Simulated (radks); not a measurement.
# Taking charge from the 1s level of H in fractions

What happens to E and to the 1s eigenvalue of H when a fraction of an electron is removed? The exact functional would give straight lines between whole numbers for a frontier level.

Program: radks (a radial shooting solver on a logarithmic mesh, Libxc functionals) version 1. Level of theory: non-relativistic Kohn-Sham, BLYP, spin-polarised, spherical densities, point nucleus. These are calculated values, not measurements, unless marked.

### 1 Starting point

* element: hydrogen (Z = 1)
* charge: 0
* electrons: 1
* configuration: 1s(up 1, down 0)

A shell typed twice in an input gives spin up, then spin down.

### 2 Start: 1s(up 1, down 0)

Input:

```text
Z 1
configuration 1s1 1s0
relativity non-relativistic
functional b88,lyp
spin polarised
nucleus point
```

### 3 0.125 electron removed from 1s

Input:

```text
Z 1
configuration 1s0.875 1s0
relativity non-relativistic
functional b88,lyp
spin polarised
nucleus point
```

### 4 0.25 electron removed from 1s

Input:

```text
Z 1
configuration 1s0.75 1s0
relativity non-relativistic
functional b88,lyp
spin polarised
nucleus point
```

### 5 0.375 electron removed from 1s

Input:

```text
Z 1
configuration 1s0.625 1s0
relativity non-relativistic
functional b88,lyp
spin polarised
nucleus point
```

### 6 0.5 electron removed from 1s

Input:

```text
Z 1
configuration 1s0.5 1s0
relativity non-relativistic
functional b88,lyp
spin polarised
nucleus point
```

### 7 0.625 electron removed from 1s

Input:

```text
Z 1
configuration 1s0.375 1s0
relativity non-relativistic
functional b88,lyp
spin polarised
nucleus point
```

### 8 0.75 electron removed from 1s

Input:

```text
Z 1
configuration 1s0.25 1s0
relativity non-relativistic
functional b88,lyp
spin polarised
nucleus point
```

### 9 0.875 electron removed from 1s

Input:

```text
Z 1
configuration 1s0.125 1s0
relativity non-relativistic
functional b88,lyp
spin polarised
nucleus point
```

**Question.** What will these runs give? Wanted: for each run, removed; E − E(0); eigenvalue.

**Answer**, as computed:

```
removed (e)  E − E(0) (eV)  eigenvalue (eV)
          0          0.000           -7.407
      0.125          1.021           -8.943
       0.25          2.238          -10.534
      0.375          3.656          -12.160
        0.5          5.278          -13.793
      0.625          7.103          -15.389
       0.75          9.121          -16.862
      0.875         11.305          -17.988
```

The trapezoid integral of minus the eigenvalue gives 11.297 eV over the range, against 11.305 eV from the energies (Janak's theorem). The eigenvalue moves by 12.1 eV per electron.
